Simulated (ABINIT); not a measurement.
GdO in ABINIT: convergence with boxcutmin

Input of the first run (boxcutmin 1.3); the others differ in this setting and in those tied to it:

Contents of run.abi:

```
pp_dirpath "./"
pseudos "Gd.GGA_PBE-JTH.xml, O.GGA_PBE-JTH.xml"

acell 3.8183766184 3.8183766184 3.8183766184 Angstrom
rprim
     0.0000000000     0.7071067812     0.7071067812
     0.7071067812     0.0000000000     0.7071067812
     0.7071067812     0.7071067812     0.0000000000
ntypat 2
znucl 64 8
natom 2
typat 1 2
xred
     0.0000000000     0.0000000000     0.0000000000
     0.7500000000     0.7500000000     0.7500000000

ecut 23.0
pawecutdg 45.0
pawxcdev 0

kptopt 1
ngkpt 6 6 6
nshiftk 1
shiftk 0.0 0.0 0.0

ixc 15

nband 21
occopt 4
tsmear 0.1 eV

nsppol 2
spinat
     0.0000000000     0.0000000000     7.0000000000
     0.0000000000     0.0000000000     0.0000000000

nstep 100
tolvrs 1.0e-9
boxcutmin 1.3

iomode 3
prtwf 0
prtden 0
prteig 0
prtebands 0
enunit 1
prtvol 2
```

Potentials or basis: JTH PAW PBE v2.0.

Launch:

```console
$ abinit run.abi > log 2>&1
```

Hardware: 1 thread of Arm Neoverse V2, with other jobs on the host.

| boxcutmin | energy less the tightest run (meV/atom) | pressure (GPa) | largest site moment (μB) | SCF cycles | CPU time (s) | peak memory (GiB) |
| --- | --- | --- | --- | --- | --- | --- |
| 1.3 | 2384.82 | 1.81 | 0.44 | 70 | 120 | 0.13 |
| 1.5 | -68.25 | 2.62 | 6.57 | 58 | 110 | 0.14 |
| 1.7 | not converged | - | - | - | - | - |
| 1.85 | not converged | - | - | - | - | - |
| 2 | -68.21 | 2.58 | 6.58 | 67 | 150 | 0.17 |
| 2.3 | 0.00 | 2.76 | 6.78 | 46 | 120 | 0.22 |
| 2.7 | not converged | - | - | - | - | - |

Not settled before the last step: the energy (to 1 meV/atom), the pressure (to 0.1 GPa), the largest site moment (to 0.02 μB). The tightest run that finished is the yardstick and may itself not be fully converged.

Caveat, for the tightest run too: the PAW data sets were made with another functional, which shifts forces and pressure a little; a cell with one magnetic atom can't hold antiferromagnetic order, which such compounds often take. The state reached can hang on the start; a lower one may exist.
